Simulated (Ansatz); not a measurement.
# ZnSe2: under pressure

How does ZnSe2 compress? Cell and atoms are relaxed at 5 pressures between -2 and 20 GPa.

Method: DFT r2SCAN, scalar-relativistic, plane waves, PAW, in Ansatz 0.2.0.

2 further runs of the same task are left out: 2 set aside as unsound or not needed.

## 1. The structure to begin with

It takes space group Pa-3 (No. 205, cubic). Conventional cell: a = 6.307 Å, b = 6.307 Å, c = 6.307 Å, α = 90.00°, β = 90.00°, γ = 90.00°. Zn (site symmetry -3) has 6 Se at 2.65 Å as nearest neighbours. Around Se (site symmetry 3) lie 1 Se at 2.37 Å and 3 Zn at 2.65 Å.

Structure file:

```cif
data_structure
_symmetry_space_group_name_H-M 'Pa-3'
_symmetry_Int_Tables_number 205
_cell_length_a 6.3070
_cell_length_b 6.3070
_cell_length_c 6.3070
_cell_angle_alpha 90.000
_cell_angle_beta 90.000
_cell_angle_gamma 90.000
_cell_volume 250.88
loop_
_atom_site_label
_atom_site_type_symbol
_atom_site_symmetry_multiplicity
_atom_site_Wyckoff_symbol
_atom_site_fract_x
_atom_site_fract_y
_atom_site_fract_z
_atom_site_occupancy
Zn1 Zn 4 a 0.50000 0.50000 0.00000 1
Se1 Se 8 c 0.10831 0.89169 0.39169 1
```

It goes back to an entry of the Materials Project, which need not be the stable form.

It is the result of an earlier relaxation at this level (volume 20.91 Å³/atom; gap on the mesh: 1.18 eV).

## 2. Relaxing at -2 GPa

Input file input.yaml:

```yaml
crystal:
  lattice:
    - [6.3474199402, 0.0, 0.0]
    - [0.0, 6.3474199402, 0.0]
    - [0.0, 0.0, 6.3474199402]
  atoms:
    - { symbol: Zn, position: [0.5, 0.5, 0.0] }
    - { symbol: Zn, position: [0.5, 0.0, 0.5] }
    - { symbol: Zn, position: [0.0, 0.5, 0.5] }
    - { symbol: Zn, position: [0.0, 0.0, 0.0] }
    - { symbol: Se, position: [0.1083085855, 0.8916914145, 0.3916914145] }
    - { symbol: Se, position: [0.8916914145, 0.3916914145, 0.1083085855] }
    - { symbol: Se, position: [0.3916914145, 0.1083085855, 0.8916914145] }
    - { symbol: Se, position: [0.6083085855, 0.6083085855, 0.6083085855] }
    - { symbol: Se, position: [0.8916914145, 0.1083085855, 0.6083085855] }
    - { symbol: Se, position: [0.1083085855, 0.6083085855, 0.8916914145] }
    - { symbol: Se, position: [0.6083085855, 0.8916914145, 0.1083085855] }
    - { symbol: Se, position: [0.3916914145, 0.3916914145, 0.3916914145] }
basis:
  ecutwfc: 500
kpoints:
  mp_grid: { grid: [4, 4, 4] }
hamiltonian:
  xc: r2scan
scf:
  occupations: { method: gaussian, width: 0.02 }
output:
  forces: true
  stress: true
  eigenvalues: true
relax:
  adjacent_minimum: "off"
  f_tol: 0.008
  max_steps: 50
  cell: { stress_tol: 0.08, p_target: -2.0 }
```

Started as:

```
ansatz run input.yaml --threads 2 --pin off --max-ram 5120MiB --backend cpu --events-out ev --progress --plain --runs-dir out
```

The session goes on with these runs: seeking the band edges at -2 GPa; 2 GPa; band edges over the zone at 2 GPa; target pressure 5 GPa; band edges over the zone at 5 GPa; 10 GPa; seeking the band edges at 10 GPa; target pressure 20 GPa; seeking the band edges at 20 GPa.

**Question.** What will these runs give? Wanted: bulk modulus B0; B0'.

**Answer**, as computed:

| quantity | value |
| --- | --- |
| volume at 20 GPa | 17.24 Å³/atom, V/V0 = 0.825 |
| bulk modulus B0 (third-order Birch-Murnaghan) | 67 GPa |
| B0' | 4.6 |
| gap at 0 and 20 GPa | 1.14 eV; 0.55 eV |

**Reading.** Up to 20 GPa the volume falls by 17.5 %. The points follow one equation of state, B0 = 67 GPa. The gap goes from 1.14 eV at zero pressure to 0.55 eV at 20 GPa. Other structures may take over in this range; these runs cannot find them.
